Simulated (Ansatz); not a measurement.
# FGeH₅O₂Si: up Jacob's ladder to CCSD(T)

An exercise on one series of results from a longer session: the logs are not shown, and one member is left open.

Program: Ansatz 0.2.0, Gaussian basis. Level of theory: functionals in def2-TZVPP, the program's frozen cores in correlated methods. These are calculated values, not measurements.

The runs, in order: PBE-D4, r2SCAN-D4, PBE0-D4, B3LYP-D4, ωB97X-V, ωB97M-V, B2PLYP; CCSD(T)/def2-TZVPP; MP2/def2-QZVPP; extrapolation to the limit.

**The relaxed structure**

The geometry comes from an earlier relaxation with PBE0-D4 in a triple-zeta def2 set; it is a stationary point, not always the lowest conformer.

SMILES `[OH][GeH2][SiH](O)F`, 10 atoms, charge 0, spin multiplicity 1.

Atoms are counted from 1 here; the program's logs count them from 0.

Bond lengths: O1–Ge2 1.790 Å, O1–H6 0.961 Å, Ge2–Si3 2.388 Å, Ge2–H7 1.544 Å, Ge2–H8 1.535 Å, Si3–O4 1.639 Å, Si3–F5 1.601 Å, Si3–H9 1.486 Å, O4–H10 0.959 Å. Angles: Ge2–O1–H6 111.1°, O1–Ge2–Si3 106.4°, O1–Ge2–H7 110.0°, O1–Ge2–H8 104.5°, Si3–Ge2–H7 111.6°, Si3–Ge2–H8 114.3°, H7–Ge2–H8 109.8°, Ge2–Si3–O4 103.1°, Ge2–Si3–F5 110.9°, Ge2–Si3–H9 116.5°, O4–Si3–F5 110.6°, O4–Si3–H9 110.6°, F5–Si3–H9 105.3°, Si3–O4–H10 119.2°.

The first run:

Input file in.yaml:

```yaml
crystal:
  periodic: [false, false, false]
  atoms:
    - {symbol: O, position_ang: [-0.700811, -1.501390, -1.507316]}
    - {symbol: Ge, position_ang: [0.595587, -1.221132, -0.305857]}
    - {symbol: Si, position_ang: [0.329608, 1.024655, 0.461380]}
    - {symbol: O, position_ang: [-1.296944, 1.183250, 0.586854]}
    - {symbol: F, position_ang: [1.027095, 1.225868, 1.888799]}
    - {symbol: H, position_ang: [-1.540469, -1.152008, -1.198181]}
    - {symbol: H, position_ang: [0.469581, -2.234778, 0.851412]}
    - {symbol: H, position_ang: [1.897531, -1.474230, -1.078310]}
    - {symbol: H, position_ang: [0.893344, 2.093030, -0.404507]}
    - {symbol: H, position_ang: [-1.674522, 2.056725, 0.705726]}
basis:
  gaussian: {orbitals: def2-TZVPP}
hamiltonian: {xc: pbe, dispersion: d4}
output: {forces: true, orbitals: {seedname: orbitals}}
```

On the command line:

```console
$ ansatz run in.yaml --threads 2 --pin off --events-out ev --progress --plain --max-ram 32768MiB --backend cpu
```

Steps of the session up to this table: PBE-D4 (GGA); r2SCAN-D4 (meta-GGA); PBE0-D4 (hybrid); B3LYP-D4 (hybrid); ωB97X-V (range-separated); ωB97M-V (range-separated); B2PLYP (double hybrid); CCSD(T) in def2-TZVPP; MP2 in def2-QZVPP.

One table of the session follows, with a row left open; its other results are not shown here.

It belongs to the step «Atomisation energies». 

```
            method  atomisation energy (kJ/mol)
            PBE-D4                       3489.8
         r2SCAN-D4                       3474.7
           PBE0-D4                       3412.5
          B3LYP-D4                       3442.1
           ωB97X-V                       3487.9
           ωB97M-V                       3465.3
            B2PLYP                       3424.9
     HF/def2-TZVPP                            ?
    MP2/def2-TZVPP                       3473.3
   CCSD/def2-TZVPP                       3346.2
CCSD(T)/def2-TZVPP                       3398.8
           MP2/CBS                       3575.4
       CCSD(T)/CBS                       3500.9
```

Q: Estimate the row for HF/def2-TZVPP from the others.

The run gave: atomisation energy (kJ/mol): 2451.9. In the column «atomisation energy (kJ/mol)» it is the lowest.

To keep in mind: Free atoms (2 O, 1 Ge, 1 Si, 1 F, 5 H) were run apart at each level; the atomisation energy is their sum less the molecule, without zero-point or spin-orbit terms.
